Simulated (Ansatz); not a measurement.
# As₂H (quartet): from Hartree-Fock to the top rungs, cc-pVTZ

One table from this session's results is given with a row withheld; the runs are named, their logs left out.

Method: cc-pVTZ, core rule «outside noble gas», up to 28 orbitals frozen; program: Ansatz 0.2.0, Gaussian basis.

To be run: UHF; CCSD(T) on ROHF; CCSD(T) on UHF; BCCD(T) on ROHF; CCSDT(Q) on ROHF; CCSDT(Q) on UHF; CASSCF and MRCISD+Q, 11 electrons in 9 orbitals; CASSCF and NEVPT2, 11 electrons in 9 orbitals.

3 further runs of the same task are left out: 3 set aside as unsound or not needed. Runs told in other sessions of the task aren't counted.

### The geometry

The geometry is a PBE0/def2-TZVP stationary point (not a proven minimum). No spin-orbit coupling is included. The filled d shell of As may be among the frozen orbitals whatever the setting's name suggests.

3 atoms, charge 0, spin multiplicity 4.

Atoms are counted from 1 here; the program's logs count them from 0.

Bond lengths: As1–As2 2.491 Å, As1–H3 1.530 Å. Angles: As2–As1–H3 92.0°.

Set-up of the first run:

Contents of in.yaml:

```yaml
crystal:
  periodic: [false, false, false]
  atoms:
    - {symbol: As, position_ang: [0.000000, -0.525099, 0.802993]}
    - {symbol: As, position_ang: [0.000000, -0.477272, -1.687686]}
    - {symbol: H, position_ang: [0.000000, 1.002371, 0.884693]}
basis:
  gaussian: {orbitals: cc-pVTZ}
magnetization: {spin_polarized: true, initial_magnetization: 3}
hamiltonian: {xc: hf}
output: {orbitals: {seedname: orbitals}}
```

On the command line:

```bash
> ansatz run in.yaml --threads 1 --pin off --events-out ev --progress --plain --max-ram 2816MiB --backend cpu
```

Steps of the session up to this table: UHF; CCSD(T) on ROHF; CCSD(T) on UHF; BCCD(T) on ROHF; CCSDT(Q) on ROHF; CCSDT(Q) on UHF; CASSCF and MRCISD+Q, 11 electrons in 9 orbitals; CASSCF and NEVPT2, 11 electrons in 9 orbitals.

One table of the session follows, with a row left open; its other results are not shown here.

```
          method  from UCCSDT(Q) (meV)
            ROHF               +6935.4
             UHF               +6662.8
            RMP2                     ?
            UMP2               +1284.7
           RCCSD                +353.6
           UCCSD                +334.2
        RCCSD(T)                 +68.9
        UCCSD(T)                 +58.3
         BCCD(T)                 +69.3
          RCCSDT                 +27.4
          UCCSDT                 +14.4
       RCCSDT(Q)                 +12.9
       UCCSDT(Q)                     0
  CASSCF valence               +5845.7
  NEVPT2 valence               +1263.9
  MRCISD valence                +637.4
MRCISD+Q valence                +103.3
```

Q: Estimate the row for RMP2 from the others.

As computed: from UCCSDT(Q) (meV): +1236.2. In the column «from UCCSDT(Q) (meV)» it lies between MRCISD valence (+637.4) and NEVPT2 valence (+1263.9).

With the free atoms at the same levels and basis (separate runs), the atomisation energy is 3.933 eV at UCCSDT(Q), 3.936 eV at RCCSD(T), 3.910 eV at UCCSD(T), 1.917 eV at ROHF.

To keep in mind: Restricted and unrestricted rows rest on different reference determinants; a gap between their highest levels can come from leftover correlation error, from unlike frozen cores or from another state.
